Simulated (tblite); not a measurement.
# C5H12BF2N: the cost of one run

Programs: tblite 0.8.0 and PySCF 2.14.0, with density-fitted response routines of our own. Each step states its level of theory. These are calculated values for one molecule in the gas phase, unless marked as measured. Atoms are numbered from 0 throughout.

## Step 1: The starting structure

21 atoms, charge 0, multiplicity 1; geometry from: force field or distance geometry start.

Bonds of the start (Å): C0–C1 1.35, C1–B2 1.56, B2–N3 1.53, B2–C4 1.60, C4–C5 1.52, C5–C6 1.52, C6–F7 1.37, C6–F8 1.37, C0–H9 1.08, C0–H10 1.08, C1–H11 1.11, B2–H12 1.17, N3–H13 1.03, N3–H14 1.05, N3–H15 1.07, C4–H16 1.10, C4–H17 1.11, C5–H18 1.09, C5–H19 1.12, C6–H20 1.12.

## Step 2: Relaxing the molecule with GFN2-xTB

Job settings and geometry (Å):

```
{"job": {"kind": "relax", "xc": "GFN2-xTB", "basis": "xTB"}, "charge": 0, "multiplicity": 1}
C      2.880300    -1.056600     0.356400
C      1.538100    -0.930400     0.330600
B      0.817100     0.340500    -0.201400
N      1.489700     1.552600     0.456700
C     -0.717400     0.391900     0.236700
C     -1.594400    -0.573800    -0.539200
C     -2.996800    -0.381700     0.006000
F     -3.882800    -1.219000    -0.616700
F     -3.331000     0.933400    -0.209300
H      3.469200    -0.235500    -0.016100
H      3.276800    -1.975700     0.751000
H      0.954800    -1.787400     0.732600
H      0.948300     0.362400    -1.361100
H      2.237100     1.895800    -0.165200
H      0.783900     2.295600     0.680700
H      1.848000     1.221900     1.405400
H     -0.791900     0.131400     1.302900
H     -1.076500     1.419200     0.005400
H     -1.245900    -1.606000    -0.513900
H     -1.650300    -0.215700    -1.598600
H     -2.965200    -0.545900     1.111500
```

Run with:

```sh
$ OMP_NUM_THREADS=1 python probes_run.py task.json out
```

The driver reads the jobs from task.json and runs them one after another.

Q: Estimate the wall time and peak memory of this first job on 1 thread of Arm Neoverse V1, shared host.

About 1.1 s, with a peak of 0.18 GiB.
